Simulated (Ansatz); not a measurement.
# BClH5NOSi: the cost of one run

Method: RKS PBE/6-31G*, in Ansatz 0.2.0.

**1. The system as given**

Bond lengths: N1–Si2 1.750 Å, Si2–Cl3 2.070 Å, Si2–B4 1.981 Å, B4–O5 1.422 Å, N1–H6 1.052 Å, N1–H7 1.090 Å, Si2–H8 1.437 Å, B4–H9 1.241 Å, O5–H10 0.999 Å. Angles: N1–Si2–Cl3 107.1°, N1–Si2–B4 111.7°, N1–Si2–H8 111.4°, Cl3–Si2–B4 107.8°, Cl3–Si2–H8 109.1°, B4–Si2–H8 109.6°, Si2–N1–H6 109.4°, Si2–N1–H7 105.4°, H6–N1–H7 101.2°, Si2–B4–O5 119.9°, Si2–B4–H9 116.7°, O5–B4–H9 123.0°, B4–O5–H10 100.7°.

Structure file:

```xyz
10

N    -1.2243   -0.8565   -1.1231
Si   -0.2622   -0.8293    0.3385
Cl    1.3371   -2.1091    0.0389
B     0.4674    0.9756    0.7026
O     1.2162    1.6524   -0.2987
H    -0.6842   -0.4068   -1.9064
H    -2.0159   -0.1240   -0.9627
H    -1.0202   -1.2802    1.4727
H     0.1218    1.5121    1.7672
H     2.1474    1.4146   -0.0263
```

**2. End point A**

Contents of input.yaml:

```yaml
crystal:
  periodic: [false, false, false]
  atoms:
    - { symbol: "N", position_ang: [-1.2243, -0.8565, -1.1231] }
    - { symbol: Si, position_ang: [-0.2622, -0.8293, 0.3385] }
    - { symbol: Cl, position_ang: [1.3371, -2.1091, 0.0389] }
    - { symbol: B, position_ang: [0.4674, 0.9756, 0.7026] }
    - { symbol: O, position_ang: [1.2162, 1.6524, -0.2987] }
    - { symbol: H, position_ang: [-0.6842, -0.4068, -1.9064] }
    - { symbol: H, position_ang: [-2.0159, -0.124, -0.9627] }
    - { symbol: H, position_ang: [-1.0202, -1.2802, 1.4727] }
    - { symbol: H, position_ang: [0.1218, 1.5121, 1.7672] }
    - { symbol: H, position_ang: [2.1474, 1.4146, -0.0263] }
basis:
  gaussian: { orbitals: "6-31G*" }
hamiltonian:
  xc: pbe
relax:
  f_tol: 0.02
  max_steps: 50
output:
  orbitals: {}
```

Started as:

```console
ansatz run input.yaml --threads 2 --pin off --max-ram 3072MiB --backend cpu --events-out ev --progress --plain --runs-dir out
```

What time and memory should one allow on 2 threads of Arm Neoverse V1, shared host?

About 48 s, with a peak of 0.18 GiB.
